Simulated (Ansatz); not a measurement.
# BeAu: the cost of one run

Program: the Python package of Ansatz 0.2.0. Level of theory: DFT LDA, plane waves, PAW. These are calculated values, not measurements.

## (1) The structure

The structure is cubic, space group P2_13 (No. 198). Conventional cell: a = 4.668 Å, b = 4.668 Å, c = 4.668 Å, α = 90.00°, β = 90.00°, γ = 90.00°. Be (site symmetry 3) has 7 Au at 2.47 to 2.53 Å as nearest neighbours. Au (site symmetry 3) is surrounded by 7 Be at 2.47 to 2.53 Å.

The script holds or builds the structure itself.

## (2) The code

beau.py reads:

```python
"""Bulk modulus of BeAu from an E(V) curve."""

import ansatz as az
import numpy as np
from scipy.optimize import curve_fit

vectors0 = np.array([
    [4.668, 0.0, 0.0],
    [0.0, 4.668, 0.0],
    [0.0, 0.0, 4.668],
])
sites = [
    ("Be", (0.844, 0.844, 0.844)),
    ("Be", (0.656, 0.156, 0.344)),
    ("Be", (0.344, 0.656, 0.156)),
    ("Be", (0.156, 0.344, 0.656)),
    ("Au", (0.15, 0.15, 0.15)),
    ("Au", (0.35, 0.85, 0.65)),
    ("Au", (0.65, 0.35, 0.85)),
    ("Au", (0.85, 0.65, 0.35)),
]


def build(cell):
    crystal = az.Crystal(lattice=az.Lattice.of(cell))
    for symbol, position in sites:
        crystal = crystal.atom(symbol, position)
    return crystal

def vinet(v, e0, v0, b0, b1):
    eta = (v / v0) ** (1 / 3)
    return e0 + 2 * b0 * v0 / (b1 - 1) ** 2 * (2 - (5 + 3 * b1 * (eta - 1) - 3 * eta) * np.exp(-1.5 * (b1 - 1) * (eta - 1)))

# scale the volume, keep shape and fractions
volumes, energies, pressures = [], [], []
for scale in np.linspace(0.9, 1.1, 9):
    cell = vectors0 * scale ** (1 / 3)
    job = build(cell).calculation()
    job = job.functional("LDA").basis(450)
    job = job.occupations("Fermi-Dirac", width=0.1).kpoints(6, 6, 6)
    job = job.stress()
    rep = job.run(threads=1).report
    volumes.append(abs(np.linalg.det(cell)) / len(sites))
    energies.append(rep["free_energy_ev"] / len(sites))
    pressures.append(np.trace(rep["stress_gpa"]) / 3)
    print(f"V = {volumes[-1]:8.4f} A^3/atom  F = {energies[-1]:.5f} eV/atom  P = {pressures[-1]:8.3f} GPa")

guess = (min(energies), volumes[int(np.argmin(energies))], 0.5, 4.5)
(e0, v0, b0, b1), _ = curve_fit(vinet, np.array(volumes), np.array(energies), p0=guess, maxfev=20000)
print(f"Vinet fit: V0 = {v0:.4f} A^3/atom, B0 = {160.21766 * b0:.1f} GPa, B1 = {b1:.2f}")
print("largest residual", round(1000 * float(np.abs(vinet(np.array(volumes), e0, v0, b0, b1) - energies).max()), 3), "meV/atom")
```

## (3) The input behind the calls

The engine receives this input (first run):

```yaml
crystal:
  lattice:
    - [4.50690444733908, 0.0, 0.0]
    - [0.0, 4.50690444733908, 0.0]
    - [0.0, 0.0, 4.50690444733908]
  atoms:
    - { symbol: Be, position: [0.844, 0.844, 0.844] }
    - { symbol: Be, position: [0.656, 0.156, 0.344] }
    - { symbol: Be, position: [0.344, 0.656, 0.156] }
    - { symbol: Be, position: [0.156, 0.344, 0.656] }
    - { symbol: Au, position: [0.15, 0.15, 0.15] }
    - { symbol: Au, position: [0.35, 0.85, 0.65] }
    - { symbol: Au, position: [0.65, 0.35, 0.85] }
    - { symbol: Au, position: [0.85, 0.65, 0.35] }
basis:
  ecutwfc: 450.0
kpoints:
  mp_grid:
    grid: [6, 6, 6]
hamiltonian:
  xc: lda
scf:
  occupations:
    method: fermi_dirac
    width: 0.1
output:
  stress: true
```

## (4) Running it

Run with:

```bash
python beau.py
```

Q: Estimate wall time and peak memory on 1 thread of Intel Xeon at 2.50GHz (Skylake/Cascade Lake), shared host.

About 2.7 min, with a peak of 0.51 GiB.
